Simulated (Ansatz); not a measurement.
# C₂H₇BFN: one species, many methods

One table from this session's results is given with a row withheld; the runs are named, their logs left out.

Program: Ansatz 0.2.0, Gaussian basis. Level of theory: functionals in def2-TZVPP, the program's frozen cores in correlated methods. These are calculated values, not measurements.

The runs, in order: PBE-D4, r2SCAN-D4, PBE0-D4, B3LYP-D4, ωB97X-V, ωB97M-V, B2PLYP; CCSD(T)/def2-TZVPP; MP2/def2-QZVPP; extrapolation to the limit.

## The relaxed structure

The geometry comes from an earlier relaxation with PBE0-D4 in a triple-zeta def2 set; it is a stationary point, not always the lowest conformer.

SMILES `CC(N)BF`, 12 atoms, charge 0, spin multiplicity 1.

Atoms are counted from 1 here; the program's logs count them from 0.

Bond lengths: C1–C2 1.526 Å, C1–H6 1.092 Å, C1–H7 1.094 Å, C1–H8 1.092 Å, C2–N3 1.452 Å, C2–B4 1.561 Å, C2–H9 1.116 Å, N3–H10 1.011 Å, N3–H11 1.012 Å, B4–F5 1.326 Å, B4–H12 1.200 Å. Angles: C2–C1–H6 111.3°, C2–C1–H7 110.8°, C2–C1–H8 110.5°, H6–C1–H7 107.8°, H6–C1–H8 108.7°, H7–C1–H8 107.6°, C1–C2–N3 110.5°, C1–C2–B4 112.5°, C1–C2–H9 106.2°, N3–C2–B4 113.2°, N3–C2–H9 112.9°, B4–C2–H9 101.0°, C2–N3–H10 111.8°, C2–N3–H11 111.6°, H10–N3–H11 108.1°, C2–B4–F5 120.1°, C2–B4–H12 122.8°, F5–B4–H12 117.0°.

Geometry (Å):

```
C    -1.15001    0.67487   -0.25700
C     0.02242   -0.28713   -0.08949
N     0.08787   -0.77823    1.27582
B     1.37047    0.32043   -0.58875
F     2.49493    0.07126    0.06843
H    -1.21342    1.04873   -1.28155
H    -2.09575    0.17844   -0.02239
H    -1.04627    1.52471    0.42093
H    -0.13337   -1.10105   -0.83679
H     0.95567   -1.26356    1.45989
H    -0.67495   -1.41029    1.48143
H     1.45942    0.96672   -1.59644
```

Set-up of the first run:

Contents of in.yaml:

```yaml
crystal:
  periodic: [false, false, false]
  atoms:
    - {symbol: C, position_ang: [-1.150014, 0.674865, -0.257002]}
    - {symbol: C, position_ang: [0.022416, -0.287134, -0.089486]}
    - {symbol: N, position_ang: [0.087875, -0.778228, 1.275824]}
    - {symbol: B, position_ang: [1.370466, 0.320425, -0.588746]}
    - {symbol: F, position_ang: [2.494926, 0.071265, 0.068426]}
    - {symbol: H, position_ang: [-1.213424, 1.048731, -1.281555]}
    - {symbol: H, position_ang: [-2.095748, 0.178437, -0.022387]}
    - {symbol: H, position_ang: [-1.046271, 1.524709, 0.420927]}
    - {symbol: H, position_ang: [-0.133365, -1.101047, -0.836788]}
    - {symbol: H, position_ang: [0.955673, -1.263562, 1.459895]}
    - {symbol: H, position_ang: [-0.674951, -1.410286, 1.481431]}
    - {symbol: H, position_ang: [1.459418, 0.966723, -1.596440]}
basis:
  gaussian: {orbitals: def2-TZVPP}
hamiltonian: {xc: pbe, dispersion: d4}
output: {forces: true, orbitals: {seedname: orbitals}}
```

Started as:

```bash
ansatz run in.yaml --threads 4 --pin off --events-out ev --progress --plain --max-ram 10444MiB
```

Steps of the session up to this table: PBE-D4 (GGA); r2SCAN-D4 (meta-GGA); PBE0-D4 (hybrid); B3LYP-D4 (hybrid); ωB97X-V (range-separated); ωB97M-V (range-separated); B2PLYP (double hybrid); CCSD(T) in def2-TZVPP; MP2 in def2-QZVPP.

One table of the session follows, with a row left open; its other results are not shown here.

It belongs to the step «Atomisation energies». 

```
            method  atomisation energy (kJ/mol)
            PBE-D4                            ?
         r2SCAN-D4                       4650.8
           PBE0-D4                       4665.7
          B3LYP-D4                       4658.6
           ωB97X-V                       4655.3
           ωB97M-V                       4665.3
            B2PLYP                       4609.7
     HF/def2-TZVPP                       3436.1
    MP2/def2-TZVPP                       4598.5
   CCSD/def2-TZVPP                       4464.5
CCSD(T)/def2-TZVPP                       4524.2
           MP2/CBS                       4710.4
       CCSD(T)/CBS                       4636.1
```

**Question.** Estimate the row for PBE-D4.

The run gave: atomisation energy (kJ/mol): 4745.7. In the column «atomisation energy (kJ/mol)» it is the highest.

Caveats from the session: Free atoms (2 C, 1 N, 1 B, 1 F, 7 H) were run apart at each level; the atomisation energy is their sum less the molecule, without zero-point or spin-orbit terms.
